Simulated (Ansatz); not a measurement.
**F₃GaH₂S: how energies converge with the basis set**

An exercise on one series of results from a longer session: the logs are not shown, and one member is left open.

Method: one geometry, several basis sets; program: Ansatz 0.2.0, Gaussian basis.

The runs, in order: PBE0-D4/def2-SVP; ωB97M-V/def2-SVP; PBE0-D4/def2-QZVPP; ωB97M-V/def2-QZVPP; the functionals' def2-TZVPP values are taken from earlier runs.

## The geometry

The geometry comes from an earlier relaxation with PBE0-D4 in a triple-zeta def2 set; it is a stationary point, not always the lowest conformer.

SMILES `[F][Ga-]([F])([F])[SH2+]`, 7 atoms, charge 0, spin multiplicity 1.

Atoms are counted from 1 here; the program's logs count them from 0.

Bond lengths: F1–Ga2 1.753 Å, Ga2–F3 1.744 Å, Ga2–F4 1.753 Å, Ga2–S5 2.487 Å, S5–H6 1.346 Å, S5–H7 1.346 Å. Angles: F1–Ga2–F3 117.8°, F1–Ga2–F4 116.9°, F1–Ga2–S5 97.0°, F3–Ga2–F4 117.8°, F3–Ga2–S5 103.4°, F4–Ga2–S5 97.0°, Ga2–S5–H6 91.7°, Ga2–S5–H7 91.7°, H6–S5–H7 93.1°.

The first run:

in.yaml

```yaml
crystal:
  periodic: [false, false, false]
  atoms:
    - {symbol: F, position_ang: [-0.744502, -0.993379, 1.556105]}
    - {symbol: Ga, position_ang: [0.379104, -0.909594, 0.213450]}
    - {symbol: F, position_ang: [2.079529, -1.075653, 0.563846]}
    - {symbol: F, position_ang: [-0.196730, -1.483877, -1.339170]}
    - {symbol: S, position_ang: [0.121189, 1.520657, -0.246888]}
    - {symbol: H, position_ang: [-0.959543, 1.598548, 0.552295]}
    - {symbol: H, position_ang: [-0.617748, 1.275097, -1.345238]}
basis:
  gaussian: {orbitals: def2-SVP}
hamiltonian: {xc: pbe0, dispersion: d4}
output: {orbitals: {seedname: orbitals}}
```

Among the steps run: PBE0-D4 in def2-SVP; ωB97M-V in def2-SVP; PBE0-D4 in def2-QZVPP; ωB97M-V in def2-QZVPP.

One table of the session follows, with a row left open; its other results are not shown here.

It belongs to the step «Density functionals: the series». 

| functional | basis | HOMO (eV) |
| --- | --- | --- |
| PBE0-D4 | def2-SVP | -9.85 |
| PBE0-D4 | def2-TZVPP | ? |
| PBE0-D4 | def2-QZVPP | -10.00 |
| ωB97M-V | def2-SVP | -12.06 |
| ωB97M-V | def2-TZVPP | -12.18 |
| ωB97M-V | def2-QZVPP | -12.22 |

**Question.** Estimate the row for PBE0-D4, def2-TZVPP.

The run gave: HOMO (eV): -9.96. In the column «HOMO (eV)» it lies between PBE0-D4, def2-QZVPP (-10.00) and PBE0-D4, def2-SVP (-9.85).
